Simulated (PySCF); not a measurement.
# C3H6BGa: the cost of one run

The runs use PySCF 2.14.0, with density-fitted response routines of our own; the level of theory stands in each step. All values are computed, except where a source is named. Atoms count from 0, in the outputs and in this text.

## (1) Starting geometry

11 atoms, charge 0, multiplicity 1; geometry from: GFN2-xTB. The atoms were then displaced at random by about 0.01 Å, so the start is not that level's minimum.

Bonds of the start (Å): B0–C1 1.51, C1–Ga2 2.05, Ga2–C3 2.02, C3–C4 1.18, B0–H5 1.20, B0–H6 1.17, C1–H7 1.08, C1–H8 1.11, Ga2–H9 1.58, C4–H10 1.05.

## (2) Relaxing the molecule at PBE0-D3(BJ)/def2-SVP

The job: settings as JSON, then the geometry in Å.

```
{"job": {"xc": "PBE0", "basis": "def2-SVP", "d3": "d3bj", "grid": 1, "shake": 0.01, "kind": "geom"}, "charge": 0, "multiplicity": 1}
B     -1.916620     0.566030     0.107150
C     -1.102950     0.175340     1.316890
Ga     0.305820    -0.959270     0.353960
C      2.062060    -0.201300    -0.285780
C      3.067990     0.266140    -0.679280
H     -1.656770     1.555330    -0.515340
H     -2.820320    -0.083420    -0.257080
H     -1.553220    -0.475950     2.048120
H     -0.531160     0.973590     1.843050
H      0.210120    -2.520820     0.135630
H      3.973170     0.678490    -1.003140
```

On the command line:

```console
OMP_NUM_THREADS=1 python probes_run.py task.json out
```

The driver reads the jobs from task.json and runs them one after another.

**Question.** How long does this first job take on 1 thread of Arm Neoverse V1, shared host, and how much memory does it need?

About 46 s, with a peak of 0.49 GiB.
